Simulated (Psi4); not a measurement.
**One shape, several levels: GeClF (SMILES [F][Ge][Cl])**

We compute a comparison of 5 runs (HF/def2-SVP, HF/pcseg-2, PBE0/def2-SVP, B3LYP/6-31G*, MP2/6-31G**) of GeClF. 

Program for the calculation: Psi4 1.11.

14 further runs of the same task are left out: 2 for a known fault of the program, 4 that didn't finish, 8 set aside as unsound or not needed.

## Step 1: The system as given

The species is GeClF (3 atoms), meant as a singlet with charge 0. SMILES: `[F][Ge][Cl]`. The shape is that of a PBE0-D4/def2-TZVP optimisation.

Bond lengths: F1–Ge2 1.748 Å, Ge2–Cl3 2.180 Å. Angles: F1–Ge2–Cl3 98.3°.

## Step 2: Energy and forces at HF/def2-SVP (run 1)

Input file clfge.in:

```
memory 1.6 GB

molecule {
  0 1
  F
  Ge 1 r2
  Cl 2 r3 1 a3

  r2 = 1.748003
  r3 = 2.179677
  a3 = 98.34974
  units angstrom
  symmetry c1
}

set {
  basis def2-SVP
  puream true
  e_convergence 1e-09
  d_convergence 1e-08
  scf_type pk
}

e_tot, wfn = gradient('scf', return_wfn=True)
oeprop(wfn, 'LOWDIN_CHARGES', 'MAYER_INDICES', 'WIBERG_LOWDIN_INDICES', title='SCF')
```

Run with:

```bash
psi4 -n 1 clfge.in clfge.out
```

clfge.out:

```text
[...]
  Running in c1 symmetry.
[...]
  Nuclear repulsion =  246.377398601329787
[...]
  Multiplicity = 1
[...]
  Nalpha       = 29
  Nbeta        = 29
[...]
    Number of basis functions: 64
[...]
   @RHF iter   1: -2633.01709067561887   -3.85453e+00   3.10780e-02 ADIIS/DIIS
[...]
   @RHF iter  12: -2633.89184161347976   -7.27596e-12   4.45197e-09 DIIS
[...]
  @RHF Final Energy: -2633.89184161347976
   => Energetics <=
    Nuclear Repulsion Energy =            246.3773986013297872
    One-Electron Energy =               -4160.4337086016385001
    Two-Electron Energy =                1280.1644683868289576
    Total Energy =                      -2633.8918416134797553
[...]
 Multipole Moments:
 ------------------------------------------------------------------------------------
     Multipole            Electronic (a.u.)      Nuclear  (a.u.)        Total (a.u.)
 ------------------------------------------------------------------------------------
 L = 1.  Multiply by 2.5417464519 to convert [e a0] to [Debye]
 Dipole X            :         -5.3600534            4.6496097           -0.7104437
 Dipole Y            :         -1.2777753            0.5854862           -0.6922891
 Dipole Z            :         -0.0000000            0.0000000           -0.0000000
 Magnitude           :                                                    0.9919650
[...]
  -Total Gradient:
     Atom            X                  Y                   Z
    ------   -----------------  -----------------  -----------------
       1       -0.000602191916     0.009008433089     0.000000000004
       2        0.003065478270    -0.008881868049    -0.000000000009
       3       -0.002463286399    -0.000126565045     0.000000000005
[...]
```

It took 1.9 s on 1 thread of AMD EPYC 9R45 (Zen 5), shared host; peak memory 0.23 GiB.

## Step 3: Energy and forces at HF/pcseg-2 (run 2)

Input file job.py:

```python
import psi4

psi4.set_memory('1600 MB')
psi4.set_num_threads(1)
psi4.set_output_file('psi4.out', False)

geom = psi4.geometry("""
0 1
F      0.20862576     2.68095445     0.38966153
Ge    -1.44148309     0.06727425    -0.77535463
Cl     1.21244828    -2.87068296     0.36093769
units bohr
symmetry c1
""")

psi4.set_options({
    'reference': 'rhf',
    'puream': True,
    'e_convergence': 1e-09,
    'd_convergence': 1e-08,
    'scf_type': 'pk',
})

e_tot, wfn = psi4.gradient("hf/pcseg-2", return_wfn=True)
psi4.oeprop(wfn, "DIPOLE", "QUADRUPOLE", "WIBERG_LOWDIN_INDICES")
print('gradient / Eh bohr^-1')
print(e_tot.np.round(6))
print(f'energy = {wfn.energy():.10f} Eh')
for k, v in sorted(psi4.core.scalar_variables().items()):
    print(f'{k:45s} {v:18.10f}')
```

Run with:

```bash
python job.py
```

psi4.out:

```text
[...]
  Running in c1 symmetry.
[...]
  Nuclear repulsion =  246.377351970160703
[...]
  Multiplicity = 1
[...]
  Nalpha       = 29
  Nbeta        = 29
[...]
    Number of basis functions: 107
[...]
   @RHF iter   1: -2633.71714374507883   -3.93574e+00   1.62774e-02 ADIIS/DIIS
[...]
   @RHF iter  12: -2634.45414866008014   -1.59162e-11   6.28138e-09 DIIS
[...]
    Orbital Energies [Eh]
    ---------------------
    Doubly Occupied:
       1A   -405.178166     2A   -104.782999     3A    -52.116932
       4A    -46.204632     5A    -46.203653     6A    -46.202924
       7A    -26.263697     8A    -10.545776     9A     -8.013883
      10A     -8.013077    11A     -8.012872    12A     -7.236633
      13A     -5.213465    14A     -5.209692    15A     -5.206936
      16A     -1.701050    17A     -1.691069    18A     -1.690983
      19A     -1.687369    20A     -1.682749    21A     -1.543683
      22A     -1.088473    23A     -0.733728    24A     -0.644981
      25A     -0.635359    26A     -0.577812    27A     -0.474848
      28A     -0.472294    29A     -0.405290
[...]
  @RHF Final Energy: -2634.45414866008014
   => Energetics <=
    Nuclear Repulsion Energy =            246.3773519701607029
    One-Electron Energy =               -4162.7929536049196031
    Two-Electron Energy =                1281.9614529746784228
    Total Energy =                      -2634.4541486600801363
[...]
  -Total Gradient:
     Atom            X                  Y                   Z
    ------   -----------------  -----------------  -----------------
       1        0.009276505609     0.013963633029    -0.000000000002
       2       -0.008467224685    -0.013519229769     0.000000000004
       3       -0.000809280936    -0.000444403273    -0.000000000002
[...]
```

Standard output:

```text
gradient / Eh bohr^-1
[[ 0.009277  0.013964 -0.      ]
 [-0.008467 -0.013519  0.      ]
 [-0.000809 -0.000444 -0.      ]]
energy = -2634.4541486601 Eh
CURRENT ENERGY                                  -2634.4541486601
CURRENT REFERENCE ENERGY                        -2634.4541486601
DD SOLVATION ENERGY                                 0.0000000000
HF KINETIC ENERGY                                2638.3136964894
HF POTENTIAL ENERGY                             -5272.7678451495
HF TOTAL ENERGY                                 -2634.4541486601
HF VIRIAL RATIO                                     1.9985371156
NUCLEAR REPULSION ENERGY                          246.3773519702
ONE-ELECTRON ENERGY                             -4162.7929536049
PCM POLARIZATION ENERGY                             0.0000000000
PE ENERGY                                           0.0000000000
SCF ITERATION ENERGY                            -2634.4541486601
SCF ITERATIONS                                     12.0000000000
SCF TOTAL ENERGY                                -2634.4541486601
TWO-ELECTRON ENERGY                              1281.9614529747
```

Wall time 11 s (1 thread of AMD EPYC 9R45 (Zen 5), shared host); peak memory 0.49 GiB.

Runs 3 to 4 aren't shown in full; the table further down has their settings and results.

## Step 4: The energy at MP2/6-31G(d,p) (spherical functions) (run 5)

Input file job.py:

```python
import psi4

psi4.set_memory(1600000000)
psi4.set_num_threads(1)
psi4.core.set_output_file('psi4.out', False)

molecule = psi4.geometry("""
0 1
F      0.20862576     2.68095445     0.38966153
Ge    -1.44148309     0.06727425    -0.77535463
Cl     1.21244828    -2.87068296     0.36093769
units au
symmetry c1
""")

options = {'basis': '6-31G**', 'puream': True, 'e_convergence': 1e-09, 'd_convergence': 1e-08, 'scf_type': 'pk', 'num_frozen_docc': 15, 'mp2_type': 'conv'}
psi4.set_options(options)

energy_value = psi4.energy('mp2')
print(f'total energy {energy_value:.8f} hartree = {energy_value * 27.211386:.5f} eV')
```

Run with:

```bash
python job.py
```

psi4.out:

```text
[...]
  Running in c1 symmetry.
[...]
  Nuclear repulsion =  246.377351970160703
[...]
  Multiplicity = 1
[...]
  Nalpha       = 29
  Nbeta        = 29
[...]
    Number of basis functions: 64
[...]
   @RHF iter   1: -2633.16957797490022   -3.78543e+00   3.50322e-02 ADIIS/DIIS
[...]
   @RHF iter  12: -2634.07377082882840   -9.09495e-12   4.59681e-09 DIIS
[...]
  @RHF Final Energy: -2634.07377082882840
   => Energetics <=
    Nuclear Repulsion Energy =            246.3773519701607029
    One-Electron Energy =               -4159.9396663497209374
    Two-Electron Energy =                1279.4885435507317197
    Total Energy =                      -2634.0737708288284011
[...]
 Multipole Moments:
 ------------------------------------------------------------------------------------
     Multipole            Electronic (a.u.)      Nuclear  (a.u.)        Total (a.u.)
 ------------------------------------------------------------------------------------
 L = 1.  Multiply by 2.5417464519 to convert [e a0] to [Debye]
 Dipole X            :         -5.0833182            4.0496531           -1.0336650
 Dipole Y            :          2.3792090           -2.3583850            0.0208240
 Dipole Z            :          0.0000000           -0.0000000            0.0000000
 Magnitude           :                                                    1.0338748
[...]
	SCS-MP2 Total Energy (a.u.)        : -2634.57842821011491
	SOS-MP2 Total Energy (a.u.)        : -2634.56267766750398
	SCSN-MP2 Total Energy (a.u.)       : -2634.35550508675487
[...]
	SOS-PI-MP2 Total Energy (a.u.)     : -2634.60028588586374
[...]
	MP2 Total Energy (a.u.)            : -2634.60992929533768
[...]
```

Standard output:

```text
total energy -2634.60992930 hartree = -71691.38775 eV
```

It took 1.8 s on 1 thread of AMD EPYC 9R45 (Zen 5), shared host; peak memory 0.25 GiB.

## Step 5: Overview of the runs

```
run                               level      task         integration grid   energy (Eh)  dipole moment (D)  HOMO energy (eV)  LUMO energy (eV)  wall time
  1                         HF/def2-SVP  gradient                        –  -2633.891842               2.52            -10.92              0.28      1.9 s
  2                          HF/pcseg-2  gradient                        –  -2634.454149               2.58            -11.03              0.06       11 s
  3                       PBE0/def2-SVP    energy  99 radial × 590 angular  -2636.130732               2.14             -8.30             -2.72      3.3 s
  4  B3LYP/6-31G* (Cartesian functions)  gradient  99 radial × 590 angular  -2636.887729               2.23             -8.16             -2.98      5.4 s
  5   MP2/6-31G** (spherical functions)    energy                        –  -2634.609929                  –            -10.99              0.15      1.8 s
```

## Step 6: Summary of results

| quantity | value |
| --- | --- |
| run 5: total energy | -2634.60993 Eh |
| run 5: HOMO energy (Hartree–Fock orbitals) | -10.99 eV |
| run 5: LUMO energy (Hartree–Fock orbitals) | 0.15 eV |
| run 5: HOMO–LUMO gap (Hartree–Fock orbitals) | 11.15 eV |
| run 5: correlation energy (15 core orbitals frozen) | -536.2 mEh |

What this shows: Over runs 1, 2, 3, 4 the dipole moment (its size) runs from 2.14 D (PBE0/def2-SVP) to 2.58 D (HF/pcseg-2). The two ends differ in method and basis. Over runs 1, 2, 3, 4 the HOMO–LUMO gap runs from 5.18 eV (B3LYP/6-31G*) to 11.20 eV (HF/def2-SVP). Totals of different functionals can't be ranked against each other. All runs together took 23 s, the longest 11 s.
